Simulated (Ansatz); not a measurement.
Below is the output of a Python script on Ansatz 0.2.0, Python API that makes a ladder of methods at one geometry of FZn (charge +1). Write a script that gives it. Level of theory (for the species named): MP2, def2-SVP basis, multiplicity 1. The script varies method: mp2, ccsd, ccsd_t, ccsdt.

```xyz
2

Zn    0.0000    0.0000    0.0000
F     0.0000    0.0000    1.9050
```

```console
$ python methods.py
Hartree-Fock reference -1876.589230 Ha
mp2      total -1877.122829 Ha  correlation  -14.5200 eV  (102.0 % of the last)
ccsd     total -1877.099328 Ha  correlation  -13.8805 eV  (97.5 % of the last)
ccsd_t   total -1877.112467 Ha  correlation  -14.2380 eV  (100.0 % of the last)
ccsdt    total -1877.112359 Ha  correlation  -14.2349 eV  (100.0 % of the last)
```

One script that gives this output:

Script `methods.py`:
```python
'''One geometry of FZn(+), method by method.'''

import ansatz as az

config = {
    'basis_set': 'def2-SVP',
    'charge': 1,
}

GEOMETRY = '''
Zn    0.00000    0.00000    0.00000
F     0.00000    0.00000    1.90500
'''

mol = az.Crystal.molecule()
for line in GEOMETRY.strip().splitlines():
    symbol, *xyz = line.split()
    mol = mol.atom(symbol, [float(v) for v in xyz])

calculation = mol.calculation()
calculation = calculation.basis(gaussian=config['basis_set'])
calculation = calculation.charge(config['charge'])

methods = ['mp2', 'ccsd', 'ccsd_t', 'ccsdt']
reports = [calculation.correlation(m).run(threads=1, pin='off').report for m in methods]
print(f'Hartree-Fock reference {reports[0]["reference_energy_ev"] / 27.211386246:.6f} Ha')
best = reports[-1]['free_energy_ev'] - reports[-1]['reference_energy_ev']
for method, each in zip(methods, reports):
    gained = each['free_energy_ev'] - each['reference_energy_ev']
    print(f'{method:8s} total {each["free_energy_ev"] / 27.211386246:.6f} Ha  correlation {gained:9.4f} eV  ({100 * gained / best:.1f} % of the last)')
```

Reading the output:
- Total energies depend on the basis set; only differences at equal settings carry meaning.
- The geometry is a force-field or estimated start, not a minimum of this method, and the basis set is short of its limit. A lower total doesn't mark the better method: functionals have no common bound, and MP2 and coupled cluster aren't variational.
- Inner cores stay frozen, so this is valence correlation.
- The spin state was assumed, and another may lie lower.
- Timing: 14 s on 1 thread of Arm Neoverse V2, on a shared host, peak memory 0.41 GiB.
